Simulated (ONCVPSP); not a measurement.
# Ni: the cost of one run

The numbers are computed with ONCVPSP 4.0.1.1 (patched build) (PBEsol, scalar-relativistic, spin-unpolarised reference atom).

**1. Settings**

Typed settings, in words:

| Property | Result |
| --- | --- |
| element | nickel (Ni, Z = 28) |
| type | optimised norm-conserving Vanderbilt (ONCV) |
| frozen core | [Ne] |
| valence charge | 18 |
| reference configuration | 3s2 3p6 3d8 4s2 |
| partial waves | 3s+4s: rc 1.15 bohr, ncon 4, nbas 9, qcut 8.4 1/bohr, 3 projectors, debl 2.6 Ha; 3p: rc 0.80 bohr, ncon 4, nbas 8, qcut 8.4 1/bohr, 2 projectors, debl 2.6 Ha; 3d: rc 0.85 bohr, ncon 5, nbas 10, qcut 20.9 1/bohr, 1 projector |
| local potential | polynomial inside 0.75 bohr (lpopt 5, dvloc0 0 Ha) |
| core correction | not asked for |

The nodes and maxima of the atom's own shells, from an earlier all-electron run, set the scale for the radii.

All-electron outer shells of the reference configuration (PBEsol, scalar-relativistic, ld1.x):

| shell | level (eV) | outermost node (bohr) | outermost maximum (bohr) |
| --- | --- | --- | --- |
| 2p | -844.17 | – | 0.16 |
| 3s | -110.78 | 0.30 | 0.64 |
| 3p | -71.25 | 0.27 | 0.65 |
| 3d | -8.90 | – | 0.63 |
| 4s | -5.66 | 0.92 | 2.24 |
| 4p | -1.19 | 1.00 | 3.14 |

**2. Generation**

Ni.dat reads:

```
# ATOM AND REFERENCE CONFIGURATION
# atsym  z   nc   nv     iexc    psfile
  Ni 28.00    3    4  -116133      upf
#
#   n    l    f
    1    0    2.00
    2    0    2.00
    2    1    6.00
    3    0    2.00
    3    1    6.00
    3    2    8.00
    4    0    2.00
#
# PSEUDOPOTENTIAL AND OPTIMIZATION
# lmax
    2
#
#   l,   rc,      ep,       ncon, nbas, qcut
    0    1.15    0.00    4    9    8.40
    1    0.80    0.00    4    8    8.40
    2    0.85    0.00    5   10   20.90
#
# LOCAL POTENTIAL
# lloc, lpopt,  rc(5),   dvloc0
    4    5    0.75    0.00
#
# VANDERBILT-KLEINMAN-BYLANDER PROJECTORs
# l, nproj, debl
    0    3    2.60
    1    2    2.60
    2    1    2.60
#
# MODEL CORE CHARGE
# icmod, fcfact, rcfact
    0    0.00    0.00
#
# LOG DERIVATIVE ANALYSIS
# epsh1, epsh2, depsh
   -6.00    5.00    0.04
#
# OUTPUT GRID
# rlmax, drl
    6.00    0.01
#
# TEST CONFIGURATIONS
# ncnf
    4
# nvcnf
#   n    l    f
    4
    3    0    2.00
    3    1    6.00
    3    2    8.00
    4    0    1.00
#
    4
    3    0    2.00
    3    1    6.00
    3    2    8.00
    4    0    0.00
#
    4
    3    0    2.00
    3    1    6.00
    3    2    7.00
    4    0    0.00
#
    5
    3    0    2.00
    3    1    6.00
    3    2    8.00
    4    0    0.00
    4    1    2.00
#
```

The run is started by

```
$ oncvpsp.x < Ni.dat > Ni.out
```

**Question.** How long does this run take on 1 thread of Neoverse-N1, shared host?

About 6.5 s.
